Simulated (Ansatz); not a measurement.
# Cd12O: the cost of one run

Program: Ansatz 0.2.0. Level of theory: DFT PBE, plane waves, PAW, scalar-relativistic, no spin polarisation. These are calculated values, not measurements.

## (1) The starting structure

The cell holds 13 atoms (Cd12O): a = 5.960 Å, b = 8.940 Å, c = 5.620 Å, α = 90.00°, β = 90.00°, γ = 120.00°.

Structure file:

```xyz
13
Lattice="5.9600 0.0000 0.0000 -4.4700 7.7423 0.0000 0.0000 0.0000 5.6203" Properties=species:S:1:pos:R:3 pbc="T T T"
Cd    0.0000    0.0000    0.0000
Cd    0.0000    1.7205    2.8101
Cd   -1.4900    2.5808    0.0000
Cd   -1.4900    4.3013    2.8101
Cd   -2.9800    5.1615    0.0000
Cd   -2.9800    6.8820    2.8101
Cd    2.9800    0.0000    0.0000
Cd    2.9800    1.7205    2.8101
Cd    1.4900    2.5808    0.0000
Cd    1.4900    4.3013    2.8101
Cd    0.0000    5.1615    0.0000
Cd    0.0000    6.8820    2.8101
O     1.5161    6.0364    1.4130
```

## (2) Preparing the start

The input, input.yaml:

```yaml
crystal:
  lattice:
    - [5.96, 0.0, 0.0]
    - [-4.47, 7.742267, 0.0]
    - [0.0, 0.0, 5.62028]
  atoms:
    - { symbol: Cd, position: [0.0, 0.0, 0.0] }
    - { symbol: Cd, position: [0.1666667, 0.2222222, 0.5] }
    - { symbol: Cd, position: [0.0, 0.3333333, 0.0] }
    - { symbol: Cd, position: [0.1666667, 0.5555556, 0.5] }
    - { symbol: Cd, position: [0.0, 0.6666667, 0.0] }
    - { symbol: Cd, position: [0.1666667, 0.8888889, 0.5] }
    - { symbol: Cd, position: [0.5, 0.0, 0.0] }
    - { symbol: Cd, position: [0.6666667, 0.2222222, 0.5] }
    - { symbol: Cd, position: [0.5, 0.3333333, 0.0] }
    - { symbol: Cd, position: [0.6666667, 0.5555556, 0.5] }
    - { symbol: Cd, position: [0.5, 0.6666667, 0.0] }
    - { symbol: Cd, position: [0.6666667, 0.8888889, 0.5] }
    - { symbol: O, position: [0.8391315, 0.7796628, 0.2514126] }
basis:
  ecutwfc: 420.0
kpoints:
  mp_grid: { grid: [3, 2, 3] }
hamiltonian:
  xc: pbe
scf:
  occupations: { method: fermi_dirac, width: 0.1 }
  lower_state_search: "off"
relax:
  f_tol: 0.08
  max_steps: 25
  adjacent_minimum: "off"
```

The run is started by

```
$ ansatz run input.yaml --threads 4 --pin off --max-ram 10240MiB --backend cpu --events-out ev --progress --plain --runs-dir out
```

**Question.** How long does this run take on 4 threads of Intel Xeon 6975P-C (Granite Rapids), shared host, and how much memory does it need?

About 16 s, with a peak of 1.2 GiB.
